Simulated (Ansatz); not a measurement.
Relaxation of a periodic cell of 17 atoms, BW16 (host W, host structure bcc, interstitial B), to a largest force component of 0.03 eV/Å in at most 60 steps.

Computed with DFT PBEsol, scalar-relativistic, plane waves, PAW (Ansatz). Settings: PAW set soft_1, cutoff 420 eV, k mesh 3x3x3, gaussian smearing 0.1 eV, no spin polarisation.

```xyz
17
Lattice="6.3200 0.0000 0.0000 0.0000 6.3200 0.0000 0.0000 0.0000 6.3200" Properties=species:S:1:pos:R:3
W 0.000 0.000 0.000
W 3.160 0.000 0.000
W 0.000 3.160 0.000
W 0.000 0.000 3.160
W 1.580 1.580 1.580
W 3.160 3.160 0.000
W 3.160 0.000 3.160
W 4.740 1.580 1.580
W 0.000 3.160 3.160
W 1.580 4.740 1.580
W 1.580 1.580 4.740
W 3.160 3.160 3.160
W 4.740 4.740 1.580
W 4.740 1.580 4.740
W 1.580 4.740 4.740
W 4.740 4.740 4.740
B 0.016 1.611 0.825
```

Q: Where does it end, and by what steps?

A: The forces met the threshold. The force dipped under the threshold on the way, but the program's further checks kept it going. Limits of this set-up: coarse k mesh, odd electron count without spin, PAW files made for another functional, a small cell, in which the defect meets its images, a typed lattice constant that wasn't relaxed here. After 8 steps the energy has fallen by 6.215 eV; B17 moved furthest, 0.71 Å. The start is strongly strained (largest force component 10 eV/Å).

| step | energy less start (eV) | largest force component (eV/Å) | accepted |
| --- | --- | --- | --- |
| 0 | 0.0000 | 10.256 | yes |
| 1 | -2.7093 | 2.611 | yes |
| 2 | -4.4152 | 1.254 | yes |
| 3 | -4.9504 | 2.718 | yes |
| 4 | -5.5905 | 2.114 | yes |
| 5 | -6.1420 | 0.865 | yes |
| 6 | -6.2133 | 0.270 | yes |
| 7 | -6.2152 | 0.017 | yes |
| 8 | -6.2152 | 0.017 | yes |

```xyz
17
Lattice="6.3200 0.0000 0.0000 0.0000 6.3200 0.0000 0.0000 0.0000 6.3200" Properties=species:S:1:pos:R:3
W 0.001 0.016 -0.030
W 3.161 -0.062 -0.108
W 0.001 3.148 -0.030
W 0.001 0.016 3.102
W 1.918 1.582 1.536
W 3.161 3.226 -0.108
W 3.161 -0.062 3.180
W 4.404 1.582 1.535
W 0.001 3.148 3.101
W 1.591 4.742 1.536
W 1.592 1.582 4.695
W 3.161 3.226 3.180
W 4.730 4.742 1.536
W 4.730 1.582 4.695
W 1.559 4.742 4.696
W 4.763 4.742 4.696
B 0.001 1.582 1.535
```

Whether the end is a true minimum wasn't checked by a vibrational analysis.

Time of the run: 87 s on 4 threads of Arm Neoverse V2, on a shared host, peak memory 1.1 GiB.
